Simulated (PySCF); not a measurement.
# C3H2BCl2: the cost of one run

Computed with PySCF 2.14.0, with density-fitted response routines of our own, on a single molecule in the gas phase. Atoms are numbered from 0 throughout.

**1. Starting geometry**

8 atoms, charge 1, multiplicity 1; geometry from: GFN2-xTB. The atoms were then displaced at random by about 0.01 Å, so the start is not that level's minimum.

Bonds of the start (Å): Cl0–B1 1.70, B1–Cl2 1.69, B1–C3 1.52, C3–C4 1.43, C4–C5 1.36, C5–C3 1.43, C4–H6 1.06, C5–H7 1.06.

**2. Relaxing the molecule at PBE0-D3(BJ)/def2-SVP**

Job settings and geometry (Å):

```
{"job": {"xc": "PBE0", "basis": "def2-SVP", "d3": "d3bj", "grid": 1, "shake": 0.01, "kind": "geom"}, "charge": 1, "multiplicity": 1}
Cl     2.171050     1.146460     1.209390
B      1.521580     0.102210     0.037390
Cl     2.373880    -0.843340    -1.075650
C      0.006530    -0.002450    -0.012660
C     -1.272100     0.415130    -0.500390
C     -1.227330    -0.592050     0.405730
H     -1.816530     1.081890    -1.119870
H     -1.701940    -1.326990     1.003590
```

The run is started by

```bash
OMP_NUM_THREADS=1 python probes_run.py task.json out
```

The driver reads the jobs from task.json and runs them one after another.

Q: Estimate the wall time and peak memory of this first job on 1 thread of Arm Neoverse V1, shared host.

About 29 s, with a peak of 0.41 GiB.
